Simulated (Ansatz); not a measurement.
# CH4GeSe: a ladder of functionals and wavefunction methods

Aim: compute CH4GeSe with functionals from several rungs and with coupled cluster, and see how far each lands from CCSD(T) at the basis-set limit for the atomisation energy.

Program: Ansatz 0.2.0, Gaussian basis. Level of theory: functionals in def2-TZVPP, the program's frozen cores in correlated methods. These are calculated values, not measurements.

Plan: LDA (SPW92), PBE-D4, revPBE-D4, BLYP-D4, r2SCAN-D4, B97M-V, PBE0-D4, B3LYP-D4, r2SCANh-D4, r2SCAN0-D4, HSE06-D4, BHLYP-D4, CAM-B3LYP-D4, LC-ωPBE, ωB97X-V, ωB97M-V, B2PLYP, PBE-QIDH; CCSD(T)/def2-SVP; CCSD(T)/def2-TZVPP; MP2/def2-QZVPP; extrapolation to the limit; RPA on PBE.

## Step 1: Structure used throughout

All runs share one geometry, relaxed beforehand with PBE0-D4 in a triple-zeta def2 set.

SMILES `[CH2]1[GeH2][Se]1`, 7 atoms, charge 0, spin multiplicity 1.

Atoms are counted from 1 here; the program's logs count them from 0.

Bond lengths: C1–Ge2 1.926 Å, C1–Se3 2.005 Å, C1–H4 1.084 Å, C1–H5 1.084 Å, Ge2–Se3 2.319 Å, Ge2–H6 1.527 Å, Ge2–H7 1.527 Å. Angles: Ge2–C1–Se3 72.3°, Ge2–C1–H4 118.6°, Ge2–C1–H5 118.6°, Se3–C1–H4 112.9°, Se3–C1–H5 112.9°, H4–C1–H5 114.3°, C1–Ge2–Se3 55.4°, C1–Ge2–H6 118.9°, C1–Ge2–H7 118.9°, Se3–Ge2–H6 117.2°, Se3–Ge2–H7 117.2°, H6–Ge2–H7 115.8°, C1–Se3–Ge2 52.3°.

## Step 2: LDA

This LDA is Slater exchange with PW92 correlation.

The input, in.yaml:

```yaml
crystal:
  periodic: [false, false, false]
  atoms:
    - {symbol: C, position_ang: [-0.639078, -0.198280, -0.717156]}
    - {symbol: Ge, position_ang: [0.670854, 0.335846, 0.589135]}
    - {symbol: Se, position_ang: [-0.531175, -1.645660, 0.665442]}
    - {symbol: H, position_ang: [-1.598348, 0.306501, -0.725475]}
    - {symbol: H, position_ang: [-0.295680, -0.520997, -1.693374]}
    - {symbol: H, position_ang: [0.302605, 1.414659, 1.605025]}
    - {symbol: H, position_ang: [2.152023, 0.239832, 0.230804]}
basis:
  gaussian: {orbitals: def2-TZVPP}
hamiltonian: {xc: lda}
output: {orbitals: {seedname: orbitals}}
```

Launch:

```
ansatz run in.yaml --threads 2 --pin off --events-out ev --progress --plain --max-ram 4352MiB
```

The runs that follow: PBE-D4 (GGA); revPBE-D4 (GGA); BLYP-D4 (GGA); r2SCAN-D4 (meta-GGA); B97M-V (meta-GGA); B3LYP-D4 (hybrid); r2SCANh-D4 (hybrid); r2SCAN0-D4 (hybrid); HSE06-D4 (hybrid); BHLYP-D4 (hybrid); CAM-B3LYP-D4 (range-separated); LC-ωPBE (range-separated); ωB97X-V (range-separated); ωB97M-V (range-separated); B2PLYP (double hybrid); PBE-QIDH (double hybrid); CCSD(T) in def2-SVP; CCSD(T) in def2-TZVPP; MP2 in def2-QZVPP; RPA on PBE orbitals.

Before running them: what should the planned runs give, taken together? Wanted: atomisation energy, CCSD(T)/CBS; farthest beyond LDA; mean size of error, GGA; mean size of error, meta-GGA; mean size of error, hybrid; mean size of error, range-separated; mean size of error, double hybrid; gap, smallest and largest; T1 diagnostic.

As calculated:

```
                               quantity                                                                        value
        atomisation energy, CCSD(T)/CBS                                                                2152.2 kJ/mol
 functionals within 21.5 kJ/mol (1.0 %)  PBE-D4, r2SCAN-D4, B97M-V, PBE0-D4, r2SCANh-D4, HSE06-D4, ωB97X-V, PBE-QIDH
                    farthest beyond LDA                                                      BHLYP-D4 (-89.4 kJ/mol)
                mean size of error, GGA                                                                  33.1 kJ/mol
           mean size of error, meta-GGA                                                                   2.2 kJ/mol
             mean size of error, hybrid                                                                  34.5 kJ/mol
    mean size of error, range-separated                                                                  31.0 kJ/mol
      mean size of error, double hybrid                                                                  35.6 kJ/mol
              gap, smallest and largest                                    3.70 eV (LDA (SPW92)), 10.46 eV (LC-ωPBE)
                          T1 diagnostic                                                                       0.0108
triples share of the correlation energy                                                                        4.1 %
```

LDA overbinds by 313.0 kJ/mol (15 %). PBE-D4 misses by +14.8 kJ/mol. Double hybrids carry the basis error of their MP2 part in triple zeta, and no dispersion term here, so their miss is partly the set-up's. Taken by rung, meta-GGA functionals do best (2.2 kJ/mol on average) and double hybrid ones worst beyond LDA (35.6 kJ/mol). Misses under about 21.5 kJ/mol are within the doubt on the reference itself, which lacks core-valence correlation, relativity and higher excitations, and its outer-core shells are covered unevenly. All levels share the lack of spin-orbit coupling, which lowers the free heavy atoms and so the true binding. Hartree-Fock recovers 69 % of the binding; the rest is correlation. CCSD(T) in def2-SVP is off by -163.8 kJ/mol, worse than the median functional, from the basis alone. Orbital gaps span 3.7 to 10.5 eV; exact exchange widens them. Correlated methods include outer-core shells of Ge, Se, which these sets cover unevenly.
